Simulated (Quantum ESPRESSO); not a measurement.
# Cu (I4/mmm) in Quantum ESPRESSO: single point with LDA

Aim: the single point of Cu with LDA.

All numbers are computed with Quantum ESPRESSO 7.5; they aren't measurements. Logs are shortened: lines on timing, memory, paths and dates and some standing lists are left out, and cuts for length are marked.

**1. The structure**

It takes space group I4/mmm (No. 139, tetragonal). The conventional cell has a = 3.280 Å, b = 3.280 Å, c = 2.600 Å, α = 90.00°, β = 90.00°, γ = 90.00°. Cu (site symmetry 4/mmm) is surrounded by 10 Cu at 2.60 to 2.66 Å.

The cell was built by a generator and needn't be a form met in nature.

**2. Single point, LDA**

File pw.in:

```
&CONTROL
  calculation = 'scf'
  prefix = 'pwscf'
  outdir = './tmp'
  pseudo_dir = './pseudo'
  tprnfor = .true.
  tstress = .true.
  disk_io = 'nowf'
/
&SYSTEM
  ibrav = 0
  nat = 1
  ntyp = 1
  ecutwfc = 56
  ecutrho = 448
  nbnd = 16
  occupations = 'smearing'
  smearing = 'mp'
  degauss = 0.00734986
/
&ELECTRONS
  conv_thr = 2d-10
  electron_maxstep = 120
  mixing_beta = 0.5
/
ATOMIC_SPECIES
Cu    63.5460 cu_lda_v1.2.uspp.F.UPF
CELL_PARAMETERS angstrom
  -1.6400000000    1.6400000000    1.3000000000
   1.6400000000   -1.6400000000    1.3000000000
   1.6400000000    1.6400000000   -1.3000000000
ATOMIC_POSITIONS crystal
Cu     0.0000000000    0.0000000000    0.0000000000
K_POINTS automatic
16 16 20 0 0 0
```

Potentials or basis: GBRV 1.5 LDA.

Launch:

```bash
$ OMP_NUM_THREADS=1 pw.x -in pw.in > pw.out
```

pw.out:

```text
This program is part of the open-source Quantum ESPRESSO suite
     for quantum simulation of materials; please cite
[... 9 lines left out ...]
     --------------------
     sticks:   dense  smooth     PW     G-vecs:    dense   smooth      PW
     Sum         761     379    151                15073     5319    1311

     Using Slab Decomposition

     bravais-lattice index     =            0
     lattice parameter (alat)  =       5.0244  a.u.
     unit-cell volume          =      94.3817 (a.u.)^3
     number of atoms/cell      =            1
     number of atomic types    =            1
     number of electrons       =        19.00
     number of Kohn-Sham states=           16
     kinetic-energy cutoff     =      56.0000  Ry
     charge density cutoff     =     448.0000  Ry
     scf convergence threshold =      2.0E-10
     mixing beta               =       0.5000
     number of iterations used =            8  plain     mixing
     Exchange-correlation= SLA  PZ   NOGX NOGC
                           (   1   1   0   0   0   0   0)

     celldm(1)=   5.024398  celldm(2)=   0.000000  celldm(3)=   0.000000
     celldm(4)=   0.000000  celldm(5)=   0.000000  celldm(6)=   0.000000

     crystal axes: (cart. coord. in units of alat)
               a(1) = (  -0.616820   0.616820   0.488943 )
               a(2) = (   0.616820  -0.616820   0.488943 )
               a(3) = (   0.616820   0.616820  -0.488943 )

     reciprocal axes: (cart. coord. in units 2 pi/alat)
               b(1) = (  0.000000  0.810609  1.022614 )
               b(2) = (  0.810609  0.000000  1.022614 )
               b(3) = (  0.810609  0.810609  0.000000 )

     PseudoPot. # 1 for Cu read from file:
     cu_lda_v1.2.uspp.F.UPF
     Pseudo is Ultrasoft + core correction, Zval = 19.0
     Generated by new atomic code, or converted to UPF format
     Using radial grid of  867 points,  6 beta functions with:
                l(1) =   0
                l(2) =   0
                l(3) =   1
                l(4) =   1
                l(5) =   2
                l(6) =   2
     Q(r) pseudized with  8 coefficients,  rinner =    1.150   1.150   1.150
                                                       1.150   1.150

     atomic species   valence    mass     pseudopotential
     Cu               19.00    63.54600     Cu( 1.00)

     16 Sym. Ops., with inversion, found

   Cartesian axes

     site n.     atom                  positions (alat units)
         1        Cu     tau(   1) = (   0.0000000   0.0000000   0.0000000  )

     number of k points=  1198  Methfessel-Paxton smearing, width (Ry)=  0.0073

     Number of k-points >= 100: set verbosity='high' to print them.

     Dense  grid:    15073 G-vectors     FFT dimensions: (  36,  36,  36)

     Smooth grid:     5319 G-vectors     FFT dimensions: (  24,  24,  24)

     Check: negative core charge=   -0.000002

     Initial potential from superposition of free atoms

     starting charge      18.0000, renormalised to      19.0000
     Starting wfcs are   13 randomized atomic wfcs +    3 random wfcs

     Self-consistent Calculation

     iteration #  1     ecut=    56.00 Ry     beta= 0.50
     Davidson diagonalization with overlap
     ethr =  1.00E-02,  avg # of iterations =  6.0

     total energy              =    -400.13990648 Ry
     estimated scf accuracy    <       6.43500332 Ry

     iteration #  2     ecut=    56.00 Ry     beta= 0.50
     Davidson diagonalization with overlap
     ethr =  1.00E-02,  avg # of iterations =  3.0

     total energy              =    -402.96959024 Ry
     estimated scf accuracy    <       7.30078588 Ry

     iteration #  3     ecut=    56.00 Ry     beta= 0.50
     Davidson diagonalization with overlap
     ethr =  1.00E-02,  avg # of iterations =  2.0

     total energy              =    -403.54846533 Ry
     estimated scf accuracy    <       0.64389741 Ry

     iteration #  4     ecut=    56.00 Ry     beta= 0.50
     Davidson diagonalization with overlap
     ethr =  3.39E-03,  avg # of iterations =  1.0

     total energy              =    -403.56342808 Ry
     estimated scf accuracy    <       0.22095999 Ry

     iteration #  5     ecut=    56.00 Ry     beta= 0.50
     Davidson diagonalization with overlap
     ethr =  1.16E-03,  avg # of iterations =  1.1

     total energy              =    -403.48186682 Ry
     estimated scf accuracy    <       0.22732840 Ry

     iteration #  6     ecut=    56.00 Ry     beta= 0.50
     Davidson diagonalization with overlap
     ethr =  1.16E-03,  avg # of iterations =  2.0

     total energy              =    -403.52725858 Ry
     estimated scf accuracy    <       0.00788654 Ry

     iteration #  7     ecut=    56.00 Ry     beta= 0.50
     Davidson diagonalization with overlap
     ethr =  4.15E-05,  avg # of iterations =  2.4

     total energy              =    -403.52307046 Ry
     estimated scf accuracy    <       0.01117692 Ry

     iteration #  8     ecut=    56.00 Ry     beta= 0.50
     Davidson diagonalization with overlap
     ethr =  4.15E-05,  avg # of iterations =  2.0

     total energy              =    -403.52555172 Ry
     estimated scf accuracy    <       0.00283557 Ry

     iteration #  9     ecut=    56.00 Ry     beta= 0.50
     Davidson diagonalization with overlap
     ethr =  1.49E-05,  avg # of iterations =  1.1

     total energy              =    -403.52586264 Ry
     estimated scf accuracy    <       0.00010833 Ry

     iteration # 10     ecut=    56.00 Ry     beta= 0.50
     Davidson diagonalization with overlap
     ethr =  5.70E-07,  avg # of iterations =  1.9

     total energy              =    -403.52590102 Ry
     estimated scf accuracy    <       0.00051601 Ry

     iteration # 11     ecut=    56.00 Ry     beta= 0.50
     Davidson diagonalization with overlap
     ethr =  5.70E-07,  avg # of iterations =  1.0

     total energy              =    -403.52586867 Ry
     estimated scf accuracy    <       0.00052266 Ry

     iteration # 12     ecut=    56.00 Ry     beta= 0.50
     Davidson diagonalization with overlap
     ethr =  5.70E-07,  avg # of iterations =  1.0

     total energy              =    -403.52585484 Ry
     estimated scf accuracy    <       0.00034771 Ry

     iteration # 13     ecut=    56.00 Ry     beta= 0.50
     Davidson diagonalization with overlap
     ethr =  5.70E-07,  avg # of iterations =  1.0

     total energy              =    -403.52581149 Ry
     estimated scf accuracy    <       0.00025423 Ry

     iteration # 14     ecut=    56.00 Ry     beta= 0.50
     Davidson diagonalization with overlap
     ethr =  5.70E-07,  avg # of iterations =  1.0

     total energy              =    -403.52582466 Ry
     estimated scf accuracy    <       0.00003519 Ry

     iteration # 15     ecut=    56.00 Ry     beta= 0.50
     Davidson diagonalization with overlap
     ethr =  1.85E-07,  avg # of iterations =  1.0

     total energy              =    -403.52581713 Ry
     estimated scf accuracy    <       0.00003616 Ry

     iteration # 16     ecut=    56.00 Ry     beta= 0.50
     Davidson diagonalization with overlap
     ethr =  1.85E-07,  avg # of iterations =  1.0

     total energy              =    -403.52581875 Ry
     estimated scf accuracy    <       0.00000351 Ry

     iteration # 17     ecut=    56.00 Ry     beta= 0.50
     Davidson diagonalization with overlap
     ethr =  1.85E-08,  avg # of iterations =  1.7

     total energy              =    -403.52581898 Ry
     estimated scf accuracy    <       0.00000025 Ry

     iteration # 18     ecut=    56.00 Ry     beta= 0.50
     Davidson diagonalization with overlap
     ethr =  1.33E-09,  avg # of iterations =  2.0

     total energy              =    -403.52581905 Ry
     estimated scf accuracy    <       0.00000005 Ry

     iteration # 19     ecut=    56.00 Ry     beta= 0.50
     Davidson diagonalization with overlap
     ethr =  2.62E-10,  avg # of iterations =  1.1

     total energy              =    -403.52581905 Ry
     estimated scf accuracy    <       0.00000001 Ry

     iteration # 20     ecut=    56.00 Ry     beta= 0.50
     Davidson diagonalization with overlap
     ethr =  7.60E-11,  avg # of iterations =  1.1

     End of self-consistent calculation

     Number of k-points >= 100: set verbosity='high' to print the bands.

     the Fermi energy is    12.4226 ev

!    total energy              =    -403.52581905 Ry
     estimated scf accuracy    <          9.1E-11 Ry
     smearing contrib. (-TS)   =      -0.00001815 Ry
     internal energy E=F+TS    =    -403.52580090 Ry

     The total energy is F=E-TS. E is the sum of the following terms:
     one-electron contribution =    -292.04886873 Ry
     hartree contribution      =     155.13422984 Ry
     xc contribution           =     -38.15839102 Ry
     ewald contribution        =    -228.45277099 Ry

     convergence has been achieved in  20 iterations

     Forces acting on atoms (cartesian axes, Ry/au):

     atom    1 type  1   force =     0.00000000    0.00000000    0.00000000

     Total force =     0.000000     Total SCF correction =     0.000000

     Computing stress (Cartesian axis) and pressure

          total   stress  (Ry/bohr**3)                   (kbar)     P=     -235.91
  -0.00165458  -0.00000000  -0.00000000         -243.40       -0.00       -0.00
  -0.00000000  -0.00165458  -0.00000000           -0.00     -243.40       -0.00
  -0.00000000  -0.00000000  -0.00150197           -0.00       -0.00     -220.95

=------------------------------------------------------------------------------=
   JOB DONE.
=------------------------------------------------------------------------------=
```

Wall time 12 min (1 thread of AMD EPYC, shared host); peak memory 0.29 GiB.

What came out:

* Free energy: -5490.2485 eV
* Pressure: -23.6 GPa
* Band gap on the k mesh: none (metal or under the smearing width)

Levels at points of the mesh, in eV from the Fermi level:
```
              k point  band 7  band 8  band 9  band 10  band 11  band 12  band 13  band 14
   (0.00, 0.00, 0.00)   -2.48   -2.27   -2.27    -1.61    19.23    19.23    22.59    23.96
  (0.00, 0.00, -0.50)   -2.51   -1.95   -1.34    -1.08     2.10    20.23    20.75    23.75
  (0.00, -0.50, 0.00)   -1.95   -1.37   -1.36     0.48     4.54    13.97    14.50    18.23
(-0.50, -0.50, -0.50)   -1.44   -1.44   -1.30     5.03     5.03     9.62    10.71    13.42
```

Caveat: so large a pressure means that the cell lies far from this level's equilibrium, or that cutoff or potentials fall short.
